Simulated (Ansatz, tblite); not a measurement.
**Sn20H28 off sphere (Sn20H28): one state, many levels**

One table from this session's results is given with a row withheld; the runs are named, their logs left out.

The runs use Ansatz 0.2.0, Gaussian basis; as each input shows.

Plan: GFN1-xTB, GFN2-xTB, PBE-D4/def2-SVP, r2SCAN-D4/def2-SVP, r2SCANh-D4/def2-SVP, LDA/def2-SVP, PBE0-D4/def2-TZVP, PBE-D4/def2-TZVP, MP2/def2-SVP, RPA/def2-SVP.

3 further runs of the same task are left out: 3 for a known fault of the program.

**The relaxed structure**

The singlet was relaxed beforehand with PBE-D4/def2-SVP.

48 atoms, charge 0, spin multiplicity 1.

Bond lengths: Sn1–Sn12 2.821 Å, Sn1–Sn13 2.811 Å, Sn1–H21 1.738 Å, Sn1–H22 1.738 Å, Sn2–Sn11 2.812 Å, Sn2–Sn15 2.810 Å, Sn2–H23 1.739 Å, Sn2–H24 1.736 Å, Sn3–Sn14 2.822 Å, Sn3–Sn16 2.817 Å, Sn3–H25 1.741 Å, Sn3–H26 1.737 Å, Sn4–Sn12 2.821 Å, Sn4–Sn17 2.820 Å, Sn4–Sn18 2.817 Å, Sn4–H27 1.745 Å, Sn5–Sn14 2.825 Å, Sn5–Sn17 2.822 Å and more. Angles: Sn12–Sn1–Sn13 110.7°, Sn12–Sn1–H21 110.7°, Sn12–Sn1–H22 108.6°, Sn13–Sn1–H21 110.5°, Sn13–Sn1–H22 109.2°, H21–Sn1–H22 107.0°, Sn11–Sn2–Sn15 110.6°, Sn11–Sn2–H23 110.9°, Sn11–Sn2–H24 108.6°, Sn15–Sn2–H23 110.7°, Sn15–Sn2–H24 109.2°, H23–Sn2–H24 106.8°, Sn14–Sn3–Sn16 109.2°, Sn14–Sn3–H25 108.7°, Sn14–Sn3–H26 111.2°, Sn16–Sn3–H25 108.8°, Sn16–Sn3–H26 111.3°, H25–Sn3–H26 107.4° and more.

Sn takes a core potential in the def2 sets. No spin-orbit coupling is included.

PBE0-D4/def2-SVP was run before; its log isn't repeated, and its numbers join the tables.

Set-up of the first run:

Tight binding, by tblite at 300 K electronic temperature and without a spin-polarisation term:

```python
tblite.interface.Calculator('GFN1-xTB', numbers, positions, charge=0, uhf=0).singlepoint()
```

Tight binding, by tblite at 300 K electronic temperature and without a spin-polarisation term:

```python
tblite.interface.Calculator('GFN2-xTB', numbers, positions, charge=0, uhf=0).singlepoint()
```

start.molden holds the orbitals of an earlier run on this state, given as this run's starting guess.

File in.yaml:

```yaml
crystal:
  periodic: [false, false, false]
  atoms:
    - {symbol: Sn, position_ang: [-4.653263, 2.318424, -0.254504]}
    - {symbol: Sn, position_ang: [-1.562790, -3.871581, 3.174250]}
    - {symbol: Sn, position_ang: [2.015377, -4.107047, -0.392511]}
    - {symbol: Sn, position_ang: [-1.318446, 2.491396, -3.575790]}
    - {symbol: Sn, position_ang: [1.908945, -0.791185, -3.566715]}
    - {symbol: Sn, position_ang: [-1.312701, -0.810767, -0.327340]}
    - {symbol: Sn, position_ang: [-1.389117, 2.261725, 3.021018]}
    - {symbol: Sn, position_ang: [1.940427, -0.853482, 2.927953]}
    - {symbol: Sn, position_ang: [1.934550, 2.462241, -0.324664]}
    - {symbol: Sn, position_ang: [5.198502, -0.836425, -0.285568]}
    - {symbol: Sn, position_ang: [-3.023400, -2.262457, 1.389213]}
    - {symbol: Sn, position_ang: [-2.932373, 0.853036, -1.942485]}
    - {symbol: Sn, position_ang: [-3.177220, 3.871228, 1.564905]}
    - {symbol: Sn, position_ang: [0.319245, -2.462249, -1.935364]}
    - {symbol: Sn, position_ang: [0.252267, -2.315754, 4.651676]}
    - {symbol: Sn, position_ang: [3.570650, -2.493261, 1.314165]}
    - {symbol: Sn, position_ang: [0.279786, 0.831754, -5.202047]}
    - {symbol: Sn, position_ang: [0.387227, 4.104448, -2.018677]}
    - {symbol: Sn, position_ang: [3.563043, 0.788022, -1.913357]}
    - {symbol: Sn, position_ang: [0.326005, 0.811085, 1.307884]}
    - {symbol: H, position_ang: [-5.720126, 3.323180, -1.188919]}
    - {symbol: H, position_ang: [-5.650993, 1.201524, 0.626487]}
    - {symbol: H, position_ang: [-2.627576, -4.746251, 4.235056]}
    - {symbol: H, position_ang: [-0.684501, -5.056538, 2.258588]}
    - {symbol: H, position_ang: [3.075837, -4.976822, -1.464412]}
    - {symbol: H, position_ang: [1.104885, -5.282666, 0.505620]}
    - {symbol: H, position_ang: [-2.326794, 3.501252, -4.579393]}
    - {symbol: H, position_ang: [2.925283, -1.791554, -4.573318]}
    - {symbol: H, position_ang: [-2.277760, 1.110341, 3.973666]}
    - {symbol: H, position_ang: [-0.462654, 3.216231, 4.139684]}
    - {symbol: H, position_ang: [2.982124, 0.164909, 3.890777]}
    - {symbol: H, position_ang: [2.949577, 3.449486, 0.695540]}
    - {symbol: H, position_ang: [6.259652, -1.796767, -1.273178]}
    - {symbol: H, position_ang: [6.205014, 0.163256, 0.718767]}
    - {symbol: H, position_ang: [-4.139217, -3.219330, 0.461781]}
    - {symbol: H, position_ang: [-3.976617, -1.112455, 2.278891]}
    - {symbol: H, position_ang: [-3.895398, -0.164714, -2.984499]}
    - {symbol: H, position_ang: [-4.239646, 4.742122, 2.631014]}
    - {symbol: H, position_ang: [-2.262677, 5.057960, 0.688085]}
    - {symbol: H, position_ang: [-0.699238, -3.448886, -2.952786]}
    - {symbol: H, position_ang: [1.184535, -3.315877, 5.724673]}
    - {symbol: H, position_ang: [-0.628160, -1.200038, 5.651223]}
    - {symbol: H, position_ang: [4.576498, -3.503746, 2.319767]}
    - {symbol: H, position_ang: [-0.726926, -0.169828, -6.204301]}
    - {symbol: H, position_ang: [1.267329, 1.791690, -6.263569]}
    - {symbol: H, position_ang: [1.455250, 4.977650, -3.080226]}
    - {symbol: H, position_ang: [-0.512976, 5.277564, -1.106942]}
    - {symbol: H, position_ang: [4.570261, 1.785255, -2.932118]}
basis:
  gaussian: {orbitals: def2-SVP, fitting: {mean_field: def2-universal-jkfit}, initial_orbitals: start.molden}
hamiltonian: {xc: pbe, dispersion: d4}
scf: {omitted_lower_state_checks: [starts]}
output: {forces: true, orbitals: {seedname: orbitals}}
```

On the command line:

```sh
$ ansatz run in.yaml --threads 4 --pin off --events-out ev --progress --plain --max-ram 46080MiB --backend cuda --devices 0, --max-vram 37GiB
```

Among the steps run: PBE-D4/def2-SVP; r2SCAN-D4/def2-SVP; r2SCANh-D4/def2-SVP; LDA/def2-SVP; PBE0-D4/def2-TZVP; PBE-D4/def2-TZVP; MP2/def2-SVP; RPA/def2-SVP.

One table of the session follows, with a row left open; its other results are not shown here.

It belongs to the step «Binding energy». 

| level | binding an atom (eV) |
| --- | --- |
| HF/def2-SVP | 1.625 |
| LDA/def2-SVP | 2.841 |
| PBE-D4/def2-SVP | 2.452 |
| PBE-D4/def2-TZVP | 2.463 |
| r2SCAN-D4/def2-SVP | 2.450 |
| r2SCANh-D4/def2-SVP | 2.444 |
| PBE0-D4/def2-SVP | 2.449 |
| PBE0-D4/def2-TZVP | ? |
| MP2/def2-SVP | 2.265 |

Estimate the missing values for PBE0-D4/def2-TZVP.

**Answer.** binding an atom (eV): 2.462. In the column «binding an atom (eV)» it lies between PBE-D4/def2-SVP (2.452) and PBE-D4/def2-TZVP (2.463).

Limits of these values: Free atoms were run apart at each level; binding is atoms less cluster, divided by the number of atoms, without zero-point or spin-orbit terms.
